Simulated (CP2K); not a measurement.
Set up this calculation in CP2K 2026.2, as the native input.

- Task: band structure
- Functional: PBEsol
- Potentials or basis: POTENTIAL_UZH Sb GTH-PBE-q5, Ga GTH-PBE-q13; TZVP-MOLOPT-PBE-GTH basis
- Density cutoff: 6123 eV
- k mesh: 6 × 6 × 6
- Occupations: fermi-dirac, width 0.0259 eV
- Spin: no spin polarisation
- SCF solver: diagonalisation with k points
- Quickstep method: GPW
- EPS_DEFAULT: 1.0E-9
- EPS_SCF: 1.0E-6
- MAX_SCF: 100
- SCF_GUESS: ATOMIC
- k points reduced by the point group: yes
- Mesh centred on Gamma: yes
- CHOLESKY: OFF
- EPS_EIGVAL: 1.0E-7
- MIXING METHOD: BROYDEN_MIXING
- MIXING ALPHA: 0.4
- NBUFFER: 8
- NGRIDS: 4
- Basis sets: Sb TZVP-MOLOPT-PBE-GTH-q5, Ga TZVP-MOLOPT-PBE-GTH-q13
- Potentials: Sb GTH-PBE-q5 of POTENTIAL_UZH, Ga GTH-PBE-q13 of POTENTIAL_UZH
- ADDED_MOS: [14]
- Points a segment of the path (NPOINTS): 10
- Bands added on the path: 6
- MPI ranks: 3
- REL_CUTOFF (Ry): 60 Ry
- MIXING BETA (1/bohr): 1.5 1/bohr
- CUTOFF of the grids: 450 Ry

GaSb3:

```
CELL_PARAMETERS angstrom
5.27586 0.00000 0.00000
2.63793 4.56903 0.00000
2.63793 1.52301 4.30772
ATOMIC_POSITIONS crystal
Sb 0.50000 0.50000 0.50000
Sb 0.75000 0.75000 0.75000
Sb 0.25000 0.25000 0.25000
Ga 0.00000 0.00000 0.00000
```

The cell comes from a database or a generator and needn't be the stable form of this composition.

The input as run:

gasb3_bands.inp

```
&GLOBAL
  PROJECT gasb3_bands
  RUN_TYPE ENERGY_FORCE
  PRINT_LEVEL LOW
&END GLOBAL
&FORCE_EVAL
  METHOD QS
  STRESS_TENSOR ANALYTICAL
  &DFT
    BASIS_SET_FILE_NAME BASIS_MOLOPT_UZH
    POTENTIAL_FILE_NAME POTENTIAL_UZH
    &MGRID
      CUTOFF 450
      REL_CUTOFF 60
      NGRIDS 4
    &END MGRID
    &QS
      METHOD GPW
      EPS_DEFAULT 1.0E-9
    &END QS
    &KPOINTS
      SCHEME MONKHORST-PACK 6 6 6
      GAMMA_CENTERED T
      SYMMETRY T
      SYMMETRY_BACKEND SPGLIB
    &END KPOINTS
    &SCF
      SCF_GUESS ATOMIC
      EPS_SCF 1.0E-6
      MAX_SCF 100
      ADDED_MOS 14
      CHOLESKY OFF
      EPS_EIGVAL 1.0E-7
      &DIAGONALIZATION ON
        ALGORITHM STANDARD
      &END DIAGONALIZATION
      &MIXING ON
        METHOD BROYDEN_MIXING
        ALPHA 0.4
        BETA 1.5
        NBUFFER 8
      &END MIXING
      &SMEAR ON
        METHOD FERMI_DIRAC
        ELECTRONIC_TEMPERATURE [K] 300.557
      &END SMEAR
    &END SCF
    &XC
      &XC_FUNCTIONAL
        &GGA_X_PBE_SOL
        &END GGA_X_PBE_SOL
        &GGA_C_PBE_SOL
        &END GGA_C_PBE_SOL
      &END XC_FUNCTIONAL
    &END XC
    &PRINT
      &KPOINTS ON
      &END KPOINTS
      &MULLIKEN ON
      &END MULLIKEN
      &MO ON
        ENERGIES T
        OCCUPATION_NUMBERS T
        &EACH
          QS_SCF 0
        &END EACH
        ADD_LAST NUMERIC
      &END MO
      &LOWDIN ON
      &END LOWDIN
      &HIRSHFELD ON
        SHAPE_FUNCTION DENSITY
      &END HIRSHFELD
      &BAND_STRUCTURE
        FILE_NAME bands.bs
        ADDED_MOS 6
        &KPOINT_SET
          UNITS B_VECTOR
          NPOINTS 10
          SPECIAL_POINT GAMMA 0.00000000 0.00000000 0.00000000
          SPECIAL_POINT X 0.50000000 0.00000000 0.50000000
          SPECIAL_POINT W 0.50000000 0.25000000 0.75000000
          SPECIAL_POINT K 0.37500000 0.37500000 0.75000000
          SPECIAL_POINT GAMMA 0.00000000 0.00000000 0.00000000
          SPECIAL_POINT L 0.50000000 0.50000000 0.50000000
          SPECIAL_POINT U 0.62500000 0.25000000 0.62500000
          SPECIAL_POINT W 0.50000000 0.25000000 0.75000000
          SPECIAL_POINT L 0.50000000 0.50000000 0.50000000
          SPECIAL_POINT K 0.37500000 0.37500000 0.75000000
        &END KPOINT_SET
        &KPOINT_SET
          UNITS B_VECTOR
          NPOINTS 10
          SPECIAL_POINT U 0.62500000 0.25000000 0.62500000
          SPECIAL_POINT X 0.50000000 0.00000000 0.50000000
        &END KPOINT_SET
      &END BAND_STRUCTURE
    &END PRINT
  &END DFT
  &SUBSYS
    &CELL
      A 5.2758580447 0.0000000000 0.0000000000
      B 2.6379290224 4.5690270935 0.0000000000
      C 2.6379290224 1.5230090312 4.3077200550
      PERIODIC XYZ
    &END CELL
    &COORD
      SCALED
      Sb  0.5000000000 0.5000000000 0.5000000000
      Sb  0.7500000000 0.7500000000 0.7500000000
      Sb  0.2500000000 0.2500000000 0.2500000000
      Ga  0.0000000000 0.0000000000 0.0000000000
    &END COORD
    &KIND Sb
      BASIS_SET TZVP-MOLOPT-PBE-GTH-q5
      POTENTIAL GTH-PBE-q5
    &END KIND
    &KIND Ga
      BASIS_SET TZVP-MOLOPT-PBE-GTH-q13
      POTENTIAL GTH-PBE-q13
    &END KIND
    &PRINT
      &ATOMIC_COORDINATES ON
      &END ATOMIC_COORDINATES
      &CELL ON
      &END CELL
    &END PRINT
  &END SUBSYS
  &PRINT
    &FORCES ON
    &END FORCES
    &STRESS_TENSOR ON
    &END STRESS_TENSOR
  &END PRINT
&END FORCE_EVAL
```

Potentials or basis: POTENTIAL_UZH Sb GTH-PBE-q5, Ga GTH-PBE-q13; TZVP-MOLOPT-PBE-GTH basis.

The run is started by

```bash
$ OMP_NUM_THREADS=1 mpirun -n 3 cp2k.psmp -i gasb3_bands.inp -o gasb3_bands.out
```

Results of the run:

- Pressure: -1.2 GPa
- Band gap on the k mesh: none (metal or under the smearing width)
- Mulliken charges: Sb -0.09, -0.05; Ga +0.19 e
- Hirshfeld charges: Sb +0.01, -0.02; Ga +0.03 e

Caveat: Mulliken charges move with the basis; the potentials were made for another functional, which shifts forces and pressure; spin-orbit coupling is left out, which moves the levels of the heavy elements; the basis of atomic orbitals isn't converged, which shifts pressures, moduli and gaps.

Wall time 12 s on 3 MPI ranks on Arm Neoverse V2, with other jobs on the host.
